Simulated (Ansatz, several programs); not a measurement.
Sr2C in the antifluorite structure, relaxed with r2SCAN in Ansatz (plane waves, PAW): space group Fm-3m (No. 225), cubic; conventional cell a = 6.720 Å, 25.29 Å³ an atom. C is surrounded by 8 Sr at 2.91 Å; Sr is surrounded by 4 C at 2.91 Å. The cell was then scaled with its shape and fractional coordinates held. These are computed values for a spin-unpolarised cell that may be hypothetical; none is a measurement.

```tsv
V (Å³/atom)	E (meV/atom)
23.774	11.79
24.533	2.78
25.292	0.00
26.809	9.75
```

Question: Pass a cubic E = c₀ + c₁u + c₂u² + c₃u³, with u = V − 25.102 Å³, through these points.

Answer: c₀ = 0.16, c₁ = -1.740, c₂ = 4.859, c₃ = -0.3209 (meV and Å³).

Question: Where is the minimum, and what bulk modulus follows?

Answer: dE/du = 0 at u = +0.182, so V₀ = 25.28 Å³. B = V₀ d²E/dV² = 25.28 × (2c₂ + 6c₃u) = 25.28 × 9.368 = 237 meV/Å³, and 1 meV/Å³ is 0.16022 GPa: 38 GPa. A third-order Birch-Murnaghan fit to all five points gives 25.29 Å³ and 38 GPa.

Question: Predict the energy and the pressure at the withheld volume, 26.051 Å³.

Answer: With u = +0.949: E ≈ 2.61 meV and P = −dE/dV ≈ -1.06 GPa. The run gives 2.54 meV and, from its stress, -1.05 GPa.
